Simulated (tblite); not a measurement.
# C4H8B2: the cost of one run

Computed with tblite 0.8.0 and PySCF 2.14.0, with density-fitted response routines of our own, on a single molecule in the gas phase. Atoms are numbered from 0 throughout.

### Step 1. Starting geometry

14 atoms, charge 0, multiplicity 1; geometry from: force field or distance geometry start.

Bonds of the start (Å): B0–C1 1.55, C1–C2 1.36, C2–C3 1.49, C3–B4 1.58, B4–C5 1.59, C5–B0 1.61, B0–H6 1.19, C1–H7 1.09, C2–H8 1.09, C3–H9 1.10, C3–H10 1.13, B4–H11 1.19, C5–H12 1.10, C5–H13 1.11.

### Step 2. Geometry optimisation with GFN2-xTB

Job settings and geometry (Å):

```
{"job": {"kind": "relax", "xc": "GFN2-xTB", "basis": "xTB"}, "charge": 0, "multiplicity": 1}
B     -0.311100     1.423900     0.260700
C      1.128400     1.006700    -0.128700
C      1.521600    -0.290000    -0.051300
C      0.508300    -1.288500     0.380500
B     -0.823700    -0.962600    -0.408500
C     -1.527500     0.403300    -0.013200
H     -0.610700     2.576400     0.279000
H      1.849300     1.765900    -0.434800
H      2.536800    -0.596700    -0.319300
H      0.836900    -2.329100     0.208800
H      0.278300    -1.116700     1.472900
H     -1.136700    -1.565400    -1.380000
H     -2.182500     0.775900    -0.816500
H     -2.068000     0.196300     0.928100
```

The run is started by

```console
$ OMP_NUM_THREADS=1 python probes_run.py task.json out
```

The driver reads the jobs from task.json and runs them one after another.

Q: Estimate the wall time of this first job on 1 thread of Intel Xeon at 2.50GHz, shared host.

About 1.3 s.
